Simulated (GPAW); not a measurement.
# TeAs2 (I4_1/amd) in GPAW: single point with PBE

Aim: the single point of TeAs2 with PBE.

All numbers are computed with GPAW 26.7.0; they aren't measurements. Logs are shortened: lines on timing, memory, paths and dates and some standing lists are left out, and cuts for length are marked. The log counts tension as positive stress, the text compression.

## Step 1: The structure

The structure is tetragonal, space group I4_1/amd (No. 141). The conventional cell has a = 7.113 Å, b = 7.113 Å, c = 5.881 Å, α = 90.00°, β = 90.00°, γ = 90.00°. Te (site symmetry -4m2) has 4 As at 2.83 Å as nearest neighbours. Around As (site symmetry 2/m) lie 2 Te at 2.83 Å and 4 As at 2.91 Å.

The cell comes from a database or a generator and needn't be the stable form of this composition.

## Step 2: Single point, PBE

Contents of run.py:

```python
from ase import Atoms
from ase.dft.bandgap import bandgap
from ase.io import write
from ase.units import GPa
from gpaw import GPAW, PW

atoms = Atoms(['Te', 'Te', 'As', 'As', 'As', 'As'],
              cell=[[-3.556454, 3.556454, 2.940516],
                    [3.556454, -3.556454, 2.940516],
                    [3.556454, 3.556454, -2.940516]],
              scaled_positions=[[0.0, 0.0, 0.0],
                                [0.75, 0.25, 0.5],
                                [0.875, 0.625, 0.25],
                                [0.375, 0.625, 0.75],
                                [0.375, 0.125, 0.75],
                                [0.375, 0.625, 0.25]],
              pbc=True)

calc = GPAW(mode=PW(450),
            xc='PBE',
            kpts={'size': (5, 5, 5), 'gamma': True},
            occupations={'name': 'fermi-dirac', 'width': 0.05},
            nbands=30,
            maxiter=120,
            txt='gpaw.txt')
atoms.calc = calc
energy = atoms.get_potential_energy()
forces = atoms.get_forces()
stress = atoms.get_stress()
calc.write('gs.gpw')
write('result.traj', atoms)
print(f'Energy: {energy:.6f} eV')
print('Forces (eV/A):')
print(forces.round(4))
print('Stress (GPa):', (stress / GPa).round(3))
print('Fermi level:', round(calc.get_fermi_level(), 4), 'eV')
print(f'Gap: {bandgap(calc)[0]:.4f} eV, direct: {bandgap(calc, direct=True)[0]:.4f} eV')
```

Potentials or basis: GPAW PAW data sets (gpaw-data 1.2.1), pw.

Run with:

```console
$ OMP_NUM_THREADS=1 python run.py
```

gpaw.txt:

```text
__  _  _
 | _ |_)|_||  |
 |__||  | ||/\| - 26.7.0

Input parameters:
  mode=PW(ecut=450.00000000000006),
  kpts=MonkhorstPack(size=(5, 5, 5), gamma=True),
  maxiter=120,
  nbands=30,
  occupations=Occupations(name='fermi-dirac', width=0.05),
  xc=XC(name='PBE')

Diagonalizing LCAO Hamiltonian
Converting LCAO to pw mode

         As
          Te

            As   As
              As
       Te

Atoms  # Å, Bohr magnetons
|   | symbol |         x |         y |         z |    initial magnetic moments |
|---|--------|-----------|-----------|-----------|-----------------------------|
| 0 |     Te |  0.000000 |  0.000000 |  0.000000 | ( 0.0000,  0.0000,  0.0000) |
| 1 |     Te |  0.000000 |  3.556454 |  1.470258 | ( 0.0000,  0.0000,  0.0000) |
| 2 |     As | -0.000000 |  1.778227 |  3.675645 | ( 0.0000,  0.0000,  0.0000) |
| 3 |     As |  3.556454 |  1.778227 |  0.735129 | ( 0.0000,  0.0000,  0.0000) |
| 4 |     As |  1.778227 |  3.556454 | -0.735129 | ( 0.0000,  0.0000,  0.0000) |
| 5 |     As |  1.778227 | -0.000000 |  2.205387 | ( 0.0000,  0.0000,  0.0000) |

Unit cell  # Å
| periodic |         x |         y |         z |  lengths |     angles |
|----------|-----------|-----------|-----------|----------|------------|
|      yes | -3.556454 |  3.556454 |  2.940516 | 5.826093 | 104.758008 |
|      yes |  3.556454 | -3.556454 |  2.940516 | 5.826093 | 104.758008 |
|      yes |  3.556454 |  3.556454 | -2.940516 | 5.826093 | 119.375146 |

Number of symmetries: 8
Symmetry operations  # r_c * U_cc + t_c -> r_c
|   | kind |            matrix            |
|---|------|------------------------------|
| 0 |  σ   |  1, 1, 1,  0, 0,-1,  0,-1, 0 |
| 1 |  E   |  1, 0, 0,  0, 1, 0,  0, 0, 1 |
| 2 |  C2  |  0, 1, 0,  1, 0, 0, -1,-1,-1 |
| 3 |  S4  |  0, 0, 1, -1,-1,-1,  0, 1, 0 |
| 4 |  σ   |  0, 0,-1,  1, 1, 1, -1, 0, 0 |
| 5 |  C2  |  0,-1, 0, -1, 0, 0,  0, 0,-1 |
| 6 |  C2  | -1, 0, 0,  0,-1, 0,  1, 1, 1 |
| 7 |  S4  | -1,-1,-1,  0, 0, 1,  1, 0, 0 |

BZ-sampling:
  Number of BZ points: 125
  Number of IBZ points: 18

  Monkhorst-Pack size: [5, 5, 5]
  Monkhorst-Pack shift: [0, 0, 0]

K-points  # in reciprocal-cell coordinates
|     |                                coordinates |     weight |
|-----|--------------------------------------------|------------|
|   0 | (  0.00000000,   0.00000000,   0.00000000) | 0.00800000 |
|   1 | (  0.20000000,  -0.20000000,   0.00000000) | 0.03200000 |
|   2 | (  0.20000000,  -0.20000000,   0.20000000) | 0.03200000 |
|   3 | (  0.20000000,   0.00000000,   0.00000000) | 0.06400000 |
|   4 | (  0.20000000,   0.20000000,  -0.20000000) | 0.01600000 |
|   5 | (  0.40000000,  -0.40000000,   0.00000000) | 0.03200000 |
|   6 | (  0.40000000,  -0.40000000,   0.20000000) | 0.06400000 |
|   7 | (  0.40000000,  -0.40000000,   0.40000000) | 0.03200000 |
|   8 | (  0.40000000,  -0.20000000,   0.00000000) | 0.12800000 |
|   9 | (  0.40000000,  -0.20000000,   0.20000000) | 0.06400000 |
| ... |                                            |            |
|  17 | (  0.40000000,   0.40000000,   0.40000000) | 0.06400000 |

Plane wave coefficients: 3266
Cutoff: 450.00000000000006 eV

Spin-components: 1 (collinear spins)
Bands:           30
Projectors:      30
Spin-degeneracy: 2
Datatype:        complex128

Parallelization:
  kpt:    1
  domain: 1
  band:   1

Density:
  Valence electrons: 32.0
  Components: 1
  Grid points: [30 30 30]
  Charge: 0.0  # |e|

Potential:
  Grid points: [30 30 30]

species:
  Te:
    name:    Tellurium
    Z:       52.0
    valence: 6
    core:    46
    charge:  0.0  # [|e|]
    compensation charges:
      type: gauss
      rc: 0.36  # [Å]
      lmax: 2
    cutoffs:
      filter: 2.09  # [Å]
      core: 3.17  # [Å]
    projectors
    | kind |    occ | energy [eV] | rcut [Å] |
    |------|--------|-------------|----------|
    |   5s |  2.000 |     -15.089 |    1.180 |
    |   5p |  4.000 |      -5.955 |    1.196 |
    |    s |        |      12.123 |    1.180 |
    |    p |        |      21.256 |    1.196 |
    |    d |        |       0.000 |    1.238 |

    Using partial waves for Te as LCAO basis

  As:
    name:    Arsenic
    Z:       33.0
    valence: 5
    core:    28
    charge:  0.0  # [|e|]
    compensation charges:
      type: gauss
      rc: 0.33  # [Å]
      lmax: 2
    cutoffs:
      filter: 1.87  # [Å]
      core: 2.96  # [Å]
    projectors
    | kind |    occ | energy [eV] | rcut [Å] |
    |------|--------|-------------|----------|
    |   4s |  2.000 |     -14.487 |    1.058 |
    |   4p |  3.000 |      -5.196 |    1.058 |
    |    s |        |      12.725 |    1.058 |
    |    p |        |      22.016 |    1.058 |
    |    d |        |       0.000 |    1.058 |

    Using partial waves for As as LCAO basis

Reference energy: -615593.261268  # eV

eigensolver:
  PPCG
  Converge bands: occupied
  niter=2

density mixing:
  MSR1-Mixer
  Pratt-step length: 0.05
  Maximum mixing coefficient: 0.75
  Old densities: 10
  SVD Regularization: 0.005
  Good broyden scale: 1.0
  Trust region scale: 1.0
  Backstep threshold: 4.0
  History deletion threshold: 6.0
  Fourier metric: weight=20.0, sigma=0.015

occupation numbers:
  Fermi-Dirac:
    width: 0.0500  # eV

poisson solver:
  ecut: 3600.0000000000005  # eV

xc functional:
  name: PBE with 2 nearest neighbor stencil

convergence criteria:
- Maximum [total energy] change in last 3 cyles: 0.0005 eV / valence electron
- Maximum integral of absolute [dens]ity change: 0.0001 electrons / valence electron
- Maximum integral of absolute [eigenst]ate change: 4e-08 eV^2 / valence electron
maximum number of iterations: 120

SCF iterations
|iter     | |      energy | eigst |  dens |
|---------|-|-------------|-------|-------|
|iter:   1| |  -23.844368 | -0.55 |       |
|iter:   2| |  -23.855240 | -2.59 | -1.38 |
|iter:   3| |  -23.854063c| -3.40 | -1.41 |
|iter:   4| |  -23.856066c| -4.37 | -1.91 |
|iter:   5| |  -23.855684c| -5.08 | -2.51 |
|iter:   6| |  -23.855751c| -5.71 | -2.78 |
|iter:   7| |  -23.855753c| -7.16 | -3.46 |
|iter:   8| |  -23.855754c| -8.02c| -4.05c|

Converged in 8 steps
Energy contributions relative to reference atoms: (reference = -615593.261268)

Energy contributions:
  Kinetic:          29.308093
  Coulomb:         -30.260494
  Zero:              0.219365
  External:          0.000000
  Xc:              -23.115372
  Entropy:          -0.014693
  Spinorbit:         0.000000
  ----------------------------
  Free energy:     -23.863100
  Extrapolated:    -23.855754

dipole moment: (-26.320897, -4.052760, -12.556640)  # |e|*Ang

Fermi level: 6.568
Eigenvalues  # (at kpt = [0.000, 0.000, 0.000])
| band index |      eig [eV] | occ [0-2] |
|------------|---------------|-----------|
|          0 |        -7.524 |     2.000 |
|        ... |               |           |
|          8 |         2.399 |     2.000 |
|          9 |         2.399 |     2.000 |
|         10 |         2.544 |     2.000 |
|         11 |         3.782 |     2.000 |
|         12 |         3.782 |     2.000 |
|         13 |         4.361 |     2.000 |
[... 8 lines left out ...]
|         22 |        11.387 |     0.000 |
|         23 |        11.387 |     0.000 |
|        ... |               |           |
|         29 |        15.318 |     0.000 |

No gap
No difference between direct/indirect transitions

Forces  # eV/Ang
|        x |        y |        z |
|----------|----------|----------|
|  0.00000 |  0.00000 |  0.00000 |  # Te   0
|  0.00000 |  0.00000 |  0.00000 |  # Te   1
|  0.00000 |  0.00060 | -0.00037 |  # As   2
| -0.00000 | -0.00060 | -0.00037 |  # As   3
| -0.00060 | -0.00000 |  0.00037 |  # As   4
|  0.00060 |  0.00000 |  0.00037 |  # As   5

Stress tensor  # eV/Ang^3
|        x |        y |        z |
|----------|----------|----------|
| 0.003244 | 0.000000 | 0.000000 |
| 0.000000 | 0.003244 | 0.000000 |
| 0.000000 | 0.000000 | 0.005834 |

# Writing to gs.gpw (mode='')
```

It took 35 s on 1 thread of Arm Neoverse V1, shared host; peak memory 0.2 GiB.

What came out:

```
Free energy            : -23.8631 eV
Pressure               : -0.7 GPa
Band gap on the k mesh : none (metal or under the smearing width)
```

Caveat: the cutoff is short for stress and forces, so pressures can be off by a GPa or more.
